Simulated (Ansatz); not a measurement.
# CH3Ge (doublet): the correlation ladder at a displaced geometry (v2), cc-pVDZ

Aim: climb from Hartree-Fock through coupled cluster for CH3Ge (doublet) at one geometry and basis, and see what each rung misses.

The runs use Ansatz 0.2.0, Gaussian basis; cc-pVDZ, core rule «outside noble gas», up to 15 orbitals frozen.

The runs, in order: UHF; CCSD(T) on ROHF; CCSD(T) on UHF; BCCD(T) on ROHF; CISD; CCSDT(Q) on ROHF; CCSDT(Q) on UHF.

26 further runs of the same task are left out: 1 for a known fault of the program, 10 that didn't finish, 15 set aside as unsound or not needed.

## 1. The system

The geometry is a PBE0/def2-TZVP stationary point (not a proven minimum) with its atoms shifted at random (size 0.100 Å). No spin-orbit coupling is included. The filled d shell of Ge may be among the frozen orbitals whatever the setting's name suggests; the logs give the count.

5 atoms, charge 0, spin multiplicity 2.

Atoms are counted from 1 here; the program's logs count them from 0.

Bond lengths: Ge1–C2 1.984 Å, C2–H3 1.029 Å, C2–H4 1.098 Å, C2–H5 1.241 Å. Angles: Ge1–C2–H3 111.2°, Ge1–C2–H4 110.2°, Ge1–C2–H5 112.8°, H3–C2–H4 116.4°, H3–C2–H5 104.2°, H4–C2–H5 101.5°.

## 2. UHF

Contents of in.yaml:

```yaml
crystal:
  periodic: [false, false, false]
  atoms:
    - {symbol: Ge, position_ang: [0.024952, 0.001173, 0.353495]}
    - {symbol: C, position_ang: [-0.129705, 0.009547, -1.624223]}
    - {symbol: H, position_ang: [-1.114618, -0.022887, -1.921091]}
    - {symbol: H, position_ang: [0.482492, 0.816381, -2.048632]}
    - {symbol: H, position_ang: [0.379448, -0.991801, -2.151515]}
basis:
  gaussian: {orbitals: cc-pVDZ}
magnetization: {spin_polarized: true, initial_magnetization: 1}
hamiltonian: {xc: hf}
output: {orbitals: {seedname: orbitals}}
```

Run with:

```bash
$ ansatz run in.yaml --threads 1 --pin off --events-out ev --progress --plain --max-ram 2393MiB
```

The runs that follow: CCSD(T) on ROHF; CCSD(T) on UHF; BCCD(T) on ROHF; CISD; CCSDT(Q) on ROHF; CCSDT(Q) on UHF.

Before running them: what should the planned runs give, taken together? Wanted: UCCSDT(Q) below the RHF energy; RMP2 from UCCSDT(Q); UMP2 from UCCSDT(Q); RCCSD from UCCSDT(Q); RCCSD(T) from UCCSDT(Q); UCCSD(T) from UCCSDT(Q); RCCSDT(Q) from UCCSDT(Q); T1 diagnostic.

**Answer**, as computed:

| quantity | value |
| --- | --- |
| UCCSDT(Q) below the RHF energy | -6.8347 eV |
| RMP2 from UCCSDT(Q) | +1105.4 meV |
| UMP2 from UCCSDT(Q) | +1111.5 meV |
| RCCSD from UCCSDT(Q) | +214.8 meV |
| RCCSD(T) from UCCSDT(Q) | +34.1 meV |
| UCCSD(T) from UCCSDT(Q) | +31.0 meV |
| RCCSDT(Q) from UCCSDT(Q) | +3.3 meV |
| levels within 1 kcal/mol (43 meV) | RCCSD(T), UCCSD(T), BCCD(T), RCCSDT, UCCSDT, RCCSDT(Q) |
| T1 diagnostic | 0.015 |

**Reading.** RCCSD(T) lands +34.1 meV from the yardstick (0.5 % of the correlation energy). These misses are within one basis, not against nature; the frozen cores of restricted and unrestricted runs differ, which can shift their rows.
